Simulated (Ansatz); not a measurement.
# CuSn3 under changes of volume

One of the cells (24.437 Å³/atom); the others are scaled copies at fixed shape and fractional positions:

```
CELL_PARAMETERS angstrom
-2.23990 2.23990 4.87070
2.23990 -2.23990 4.87070
2.23990 2.23990 -4.87070
ATOMIC_POSITIONS crystal
Sn 0.50000 0.50000 0.00000
Sn 0.25000 0.75000 0.50000
Sn 0.75000 0.25000 0.50000
Cu 0.00000 0.00000 0.00000
```

The cell comes from a database or a generator and needn't be the stable form of this composition.

```yaml
Program: Ansatz 0.2.0
Functional: PBE
Potentials_or_basis: Ansatz PAW
Cutoff: "420 eV (not typed: the program's choice for these potentials)"
k_mesh: 8 × 8 × 8
Occupations: fermi-dirac, width 0.05 eV
Spin: no spin polarisation
```

```tsv
volume (Å³/atom)	energy over the lowest point (meV/atom)	pressure (GPa)
22.971	?	?
23.460	1.92	1.2
23.948	0.00	0.0
24.437	1.44	-1.0
24.926	5.90	-1.9
25.415	13.05	-2.8
25.903	22.59	-3.5
```

What does the run at 22.971 Å³/atom give?

Energy over the lowest point 7.59 meV/atom; pressure 2.5 GPa.

Worked out: A Birch-Murnaghan fit of order 3 (a polynomial in V^(-2/3)) to the other rows has its minimum at 23.97 Å³/atom with B0 = V·E''(V) = 54 GPa and B' = 4.5 at fixed shape and positions, which overstates the stiffness. It gives 7.61 meV/atom at 22.971 Å³/atom, against the run's 7.59, and -dE/dV = 2.5 GPa, against 2.5.

Energies are extrapolated to zero smearing.
